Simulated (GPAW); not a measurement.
# revPBE/szp(dzp) (scalar-relativistic datasets, stop tolerance 0.02 eV, sweep h) run of BNH2F2 (SMILES NB(F)F)

Aim: a convergence series of BNH2F2. Input form: an ASE script.

The calculation is run with GPAW 26.7.0.

2 further runs of the same task are left out: 2 set aside as unsound or not needed. Runs told in other sessions of the task aren't counted.

## (1) The system as given

BNH2F2 has 6 atoms, charge 0, and is taken as a singlet. As SMILES, `NB(F)F`. The coordinates come from a PBE0-D4/def2-TZVP relaxation.

Bond lengths: N1–B2 1.392 Å, B2–F3 1.330 Å, B2–F4 1.330 Å, N1–H5 1.003 Å, N1–H6 1.003 Å. Angles: N1–B2–F3 121.2°, N1–B2–F4 121.2°, F3–B2–F4 117.6°, B2–N1–H5 122.4°, B2–N1–H6 122.4°, H5–N1–H6 115.2°.

## (2) A convergence series at revPBE/szp(dzp) (scalar-relativistic datasets, stop tolerance 0.02 eV, sweep h)

BF2H2N.sdf reads:

```

     RDKit          3D

  6  5  0  0  0  0  0  0  0  0999 V2000
   -0.2107    0.6876   -0.1568 N   0  0  0  0  0  0  0  0  0  0  0  0
    0.1953   -0.6147    0.1212 B   0  0  0  0  0  0  0  0  0  0  0  0
   -0.6674   -1.5261    0.5603 F   0  0  0  0  0  0  0  0  0  0  0  0
    1.4597   -0.9918   -0.0427 F   0  0  0  0  0  0  0  0  0  0  0  0
    0.4250    1.3895   -0.4887 H   0  0  0  0  0  0  0  0  0  0  0  0
   -1.1598    0.9914   -0.0394 H   0  0  0  0  0  0  0  0  0  0  0  0
  2  1  1  0
  3  2  1  0
  4  2  1  0
  5  1  1  0
  6  1  1  0
M  END
$$$$
```

conv.py reads:

```python
import numpy as np
from ase.io import read
from ase.units import Debye
from gpaw import GPAW

# Structure
system = read('BF2H2N.sdf')
system.center(vacuum=4.0)

energies, dipoles, levels = [], [], []
for h in [0.25, 0.22, 0.2, 0.18]:
    gpaw_calc = GPAW(mode='lcao',
                     basis='szp(dzp)',
                     h=h,
                     xc='revPBE',
                     maxiter=100,
                     txt=f'h_{h}.txt')
    system.calc = gpaw_calc
    energies.append(system.get_potential_energy())
    dipoles.append(np.linalg.norm(system.get_dipole_moment()) / Debye)
    levels.append(gpaw_calc.get_homo_lumo())
    print(f'h = {h}: E = {energies[-1]:.4f} eV, dipole = {dipoles[-1]:.3f} D, HOMO = {levels[-1][0]:.3f} eV, {gpaw_calc.get_number_of_iterations()} iterations')
    settled = len(levels) > 1 and abs(levels[-1][0] - levels[-2][0]) < 0.02
    if settled:
        print(f'HOMO settled to 0.02 eV at h = {h}')
        break
else:
    print('Not settled within the values tried')
```

The run is started by

```bash
$ python conv.py
```

Log:

```text
h = 0.25: E = -25.2262 eV, dipole = 1.916 D, HOMO = -7.605 eV, 8 iterations
h = 0.22: E = -26.1285 eV, dipole = 1.928 D, HOMO = -7.610 eV, 8 iterations
HOMO settled to 0.02 eV at h = 0.22
```

h_0.25.txt, shortened:

```text
[...]
Number of symmetries: 1
[...]
  Number of IBZ points: 1
[...]
basis functions: 44
Spin-components: 1 (collinear spins)
Bands:           18
[...]
  Valence electrons: 24.0
[...]
  Grid points: [44 44 36]
  Charge: 0.0  # |e|
[...]
    cutoffs:
[...]
occupation numbers:
  # Zero width
[...]
xc functional:
  name: revPBE with 2 nearest neighbor stencil
[...]
|iter     |     time |      energy | eigst |  dens |
[...]
|iter:   1| 00:00:02 |  -26.592315 |      c|       |
[...]
|iter:   8| 00:00:03 |  -25.226238c|      c| -4.17c|
Converged in 8 steps
[...]
Energy contributions relative to reference atoms: (reference = -7610.761517)
Energy contributions:
  Kinetic:          34.703562
  Coulomb:         -33.491753
  Zero:              3.045895
  External:          0.000000
  Xc:              -29.483943
  Entropy:           0.000000
  Spinorbit:         0.000000
  ----------------------------
  Free energy:     -25.226238
  Extrapolated:    -25.226238
dipole moment: (-0.115779, 0.373569, -0.078995)  # |e|*Ang
Fermi level: -3.504
Eigenvalues  # (at kpt = [0.000, 0.000, 0.000])
| band index |      eig [eV] | occ [0-2] |
|------------|---------------|-----------|
|          0 |       -30.567 |     2.000 |
|        ... |               |           |
|          4 |       -13.715 |     2.000 |
|          5 |       -12.636 |     2.000 |
|          6 |       -11.575 |     2.000 |
|          7 |       -11.316 |     2.000 |
|          8 |        -9.591 |     2.000 |
|          9 |        -9.526 |     2.000 |
|         10 |        -8.972 |     2.000 |
|         11 |        -7.605 |     2.000 |
|         12 |         0.598 |     0.000 |
|         13 |         2.651 |     0.000 |
[...]
Gap: 8.203 eV
Transition (v -> c):
[...]
timing:  # [seconds]
  Total: 2.560  # ━━━━━━━━━━━━━━━━━━━━━━━━━━━━━━━━━━━━━━━━━━━━━━━━━━━━━━━━━━━
  Init:  1.319  # ━━━━━━━━━━━━━━━━━━━━━━━━━━━━━━╸
  SCF:   1.223  # ━━━━━━━━━━━━━━━━━━━━━━━━━━━━
Max RSS: 257.230  # MiB
```

It took 6 s on 1 thread of Arm Neoverse V2, shared host; peak memory 0.32 GiB.
